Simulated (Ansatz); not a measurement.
# C2H7GaSi: the cost of one run

All numbers below are computed with Ansatz 0.2.0 (RKS PBE0/def2-SVP).

**1. The system as given**

Bond lengths: Si1–Ga2 1.613 Å, Ga2–C4 1.645 Å, C3–C4 1.593 Å, Si1–H5 1.501 Å, Si1–H6 1.484 Å, Si1–H7 1.509 Å, C3–H8 1.045 Å, C3–H9 1.160 Å, C4–H10 1.094 Å, C4–H11 1.052 Å. Angles (14 of 16 angles, heavy atoms first): Si1–Ga2–C4 123.8°, Ga2–C4–C3 97.5°, Ga2–Si1–H5 114.3°, Ga2–Si1–H6 68.5°, Ga2–Si1–H7 137.8°, Ga2–C4–H10 142.4°, Ga2–C4–H11 85.5°, C3–C4–H10 104.8°, C3–C4–H11 109.1°, C4–C3–H8 110.7°, C4–C3–H9 107.7°, H5–Si1–H6 108.6°, H5–Si1–H7 107.0°, H6–Si1–H7 106.4°.

As a file:

```xyz
11

Si   -0.1554    1.4176   -0.9463
Ga    0.6959    0.5629    0.1247
C    -0.4120   -1.3994    1.0453
C     0.8238   -1.0772    0.0936
H    -1.4297    0.7597   -1.3890
H    -0.3429    1.9309    0.4329
H     0.0476    2.6257   -1.8280
H    -1.3044   -1.4027    0.5024
H    -0.4213   -0.6068    1.8926
H     0.8798   -1.9291   -0.5901
H     1.6839   -0.9384    0.6825
```

**2. End point A**

Contents of input.yaml:

```yaml
crystal:
  periodic: [false, false, false]
  atoms:
    - { symbol: Si, position_ang: [-0.1554, 1.4176, -0.9463] }
    - { symbol: Ga, position_ang: [0.6959, 0.5629, 0.1247] }
    - { symbol: C, position_ang: [-0.412, -1.3994, 1.0453] }
    - { symbol: C, position_ang: [0.8238, -1.0772, 0.0936] }
    - { symbol: H, position_ang: [-1.4297, 0.7597, -1.389] }
    - { symbol: H, position_ang: [-0.3429, 1.9309, 0.4329] }
    - { symbol: H, position_ang: [0.0476, 2.6257, -1.828] }
    - { symbol: H, position_ang: [-1.3044, -1.4027, 0.5024] }
    - { symbol: H, position_ang: [-0.4213, -0.6068, 1.8926] }
    - { symbol: H, position_ang: [0.8798, -1.9291, -0.5901] }
    - { symbol: H, position_ang: [1.6839, -0.9384, 0.6825] }
basis:
  gaussian: { orbitals: def2-SVP }
hamiltonian:
  xc: pbe0
relax:
  f_tol: 0.015
  max_steps: 40
```

Launch:

```sh
ansatz run input.yaml --threads 2 --pin off --max-ram 3072MiB --backend cpu --events-out ev --progress --plain --runs-dir out
```

What time and memory should one allow on 2 threads of Arm Neoverse V1, shared host?

About 97 s, with a peak of 0.28 GiB.
